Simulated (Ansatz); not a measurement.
# Pb: stress in a strained cell

Aim: deform Pb (equal xx and yy strain of +2 %) and compute stress, forces and field gradients with LAPW, PAW and all-electron datasets made for the crystal.

Computed with Ansatz 0.2.0 (DFT PBEsol, scalar-relativistic, unless a step's input says otherwise).

## Step 1: The system as given

It takes space group P6_3/mmc (No. 194, hexagonal). Conventional cell: a = 3.480 Å, b = 3.480 Å, c = 5.590 Å, α = 90.00°, β = 90.00°, γ = 120.00°. Pb (site symmetry -6m2) is surrounded by 12 Pb at 3.44 to 3.48 Å.

Coordinates:

```xyz
2
Lattice="3.4800 0.0000 0.0000 -1.7400 3.0138 0.0000 0.0000 0.0000 5.5900" Properties=species:S:1:pos:R:3 pbc="T T T"
Pb    0.0000    2.0092    1.3975
Pb    1.7400    1.0046    4.1925
```

Atoms are numbered in the order of the input: Pb1, Pb2.

## Step 2: The deformed structure

Space group P6_3/mmc before, P6_3/mmc after.

## Step 3: Full-potential LAPW

input.yaml reads:

```yaml
crystal:
  lattice:
    - [3.5496007044, 0.0, 0.0]
    - [-1.7748003522, 3.0740443833, 0.0]
    - [0.0, 0.0, 5.59]
  atoms:
    - { symbol: Pb, position: [0.3333333333, 0.6666666667, 0.25] }
    - { symbol: Pb, position: [0.6666666667, 0.3333333333, 0.75] }
kpoints:
  mp_grid: { grid: [14, 14, 8] }
  band_path:
    path:
      - [0.0, 0.0, 0.0]
      - [0.5, 0.0, 0.0]
      - [0.3333333333, 0.3333333333, 0.0]
      - [0.0, 0.0, 0.0]
      - [0.0, 0.0, 0.5]
      - [0.5, 0.0, 0.5]
      - [0.3333333333, 0.3333333333, 0.5]
      - [0.0, 0.0, 0.5]
      - [0.5, 0.0, 0.5]
    npoints: 5
scf:
  occupations: { method: fermi_dirac, width: 0.08 }
hamiltonian:
  xc: pbesol
  pseudopotentials: { kind: all_electron, lapw: { basis_error: 0.0005 } }
output:
  forces: true
  stress: true
  eigenvalues: true
```

Command:

```bash
$ ansatz run input.yaml --threads 1 --pin off --max-ram 3072MiB --backend cpu --events-out ev --progress --plain --runs-dir out
```

## Step 4: PAW with frozen cores

input.yaml reads:

```yaml
crystal:
  lattice:
    - [3.5496007044, 0.0, 0.0]
    - [-1.7748003522, 3.0740443833, 0.0]
    - [0.0, 0.0, 5.59]
  atoms:
    - { symbol: Pb, position: [0.3333333333, 0.6666666667, 0.25] }
    - { symbol: Pb, position: [0.6666666667, 0.3333333333, 0.75] }
kpoints:
  mp_grid: { grid: [14, 14, 8] }
scf:
  occupations: { method: fermi_dirac, width: 0.08 }
hamiltonian:
  xc: pbesol
  pseudopotentials: { kind: paw }
output:
  forces: true
  stress: true
  eigenvalues: true
  efg: { contact_densities: true }
```

## Step 5: Datasets made for this crystal

Edit input.yaml of step 4 so:

```diff
@@ -14,3 +14,3 @@
   xc: pbesol
-  pseudopotentials: { kind: paw }
+  pseudopotentials: { kind: all_electron, datasets: crystal }
 output:
```

(Steps that only read results are left out.)

What does the calculation give? Wanted: pressure; largest shear or deviatoric stress.

As calculated:

```
                                 quantity                                              value
                                 pressure  LAPW -0.76, PAW -0.77, crystal datasets -0.76 GPa
largest shear or deviatoric stress (LAPW)                                           1.51 GPa
```

In words: The largest part of the stress beyond the pressure is 1.51 GPa in size, in the zz component; the atoms are carried along and not relaxed. No run of the undeformed cell stands beside it, so the pressure holds what the given cell had before the change. PAW: stress within 0.01 GPa of LAPW. Crystal datasets: stress within 0.01 GPa of LAPW. Spin-orbit coupling is left out, though the cell holds Pb; in elements this heavy it can shift bands and gaps by tenths of an eV.
